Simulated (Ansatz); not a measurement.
# GaNH2+ (quartet): wave-function methods side by side, cc-pVTZ

An exercise on one series of results from a longer session: the logs are not shown, and one member is left open.

Program: Ansatz 0.2.0, Gaussian basis. Level of theory: cc-pVTZ, core rule «outside noble gas», up to 15 orbitals frozen. These are calculated values, not measurements.

Plan: UHF; CCSD(T) on ROHF; CCSD(T) on UHF; BCCD(T) on ROHF; CCSDT(Q) on ROHF; CCSDT(Q) on UHF.

13 further runs of the same task are left out: 8 for a known fault of the program, 5 set aside as unsound or not needed.

### The geometry

The geometry is a PBE0/def2-TZVP stationary point (not a proven minimum) of the parent state, kept for this charge and spin. No spin-orbit coupling is included. The filled d shell of Ga may be among the frozen orbitals whatever the setting's name suggests; the logs give the count.

4 atoms, charge 1, spin multiplicity 4.

Atoms are counted from 1 here; the program's logs count them from 0.

Bond lengths: N1–Ga2 1.886 Å, N1–H3 1.014 Å, N1–H4 1.014 Å. Angles: Ga2–N1–H3 111.5°, Ga2–N1–H4 111.5°, H3–N1–H4 109.1°.

The first run:

in.yaml reads:

```yaml
crystal:
  periodic: [false, false, false]
  atoms:
    - {symbol: N, position_ang: [-0.104201, 0.000000, 1.521268]}
    - {symbol: Ga, position_ang: [0.011438, 0.000000, -0.361116]}
    - {symbol: H, position_ang: [0.328389, -0.826162, 1.919816]}
    - {symbol: H, position_ang: [0.328389, 0.826162, 1.919816]}
basis:
  gaussian: {orbitals: cc-pVTZ}
total_charge: 1
magnetization: {spin_polarized: true, initial_magnetization: 3}
hamiltonian: {xc: hf}
output: {orbitals: {seedname: orbitals}}
```

Run with:

```
$ ansatz run in.yaml --threads 1 --pin off --events-out ev --progress --plain --max-ram 4096MiB --backend cpu
```

Among the steps run: UHF; CCSD(T) on ROHF; CCSD(T) on UHF; BCCD(T) on ROHF; CCSDT(Q) on ROHF; CCSDT(Q) on UHF.

One of the session's tables, all rows but one given; the rest of the session is left out.

| method | from RCCSDT(Q) (meV) |
| --- | --- |
| ROHF | +6111.1 |
| UHF | +5942.8 |
| RMP2 | +715.5 |
| UMP2 | +700.8 |
| RCCSD | +192.7 |
| UCCSD | +163.9 |
| RCCSD(T) | +19.7 |
| UCCSD(T) | -5.9 |
| BCCD(T) | +19.9 |
| RCCSDT | ? |
| UCCSDT | -20.3 |
| RCCSDT(Q) | 0 |
| UCCSDT(Q) | -26.3 |

**Question.** Estimate the row for RCCSDT.

**Answer.** from RCCSDT(Q) (meV): +6.0. In the column «from RCCSDT(Q) (meV)» it lies between RCCSDT(Q) (0) and RCCSD(T) (+19.7).

To keep in mind: Restricted and unrestricted rows rest on different reference determinants; where their highest levels disagree by more than a few hundredths of an eV, they describe different states and don't form one ladder.
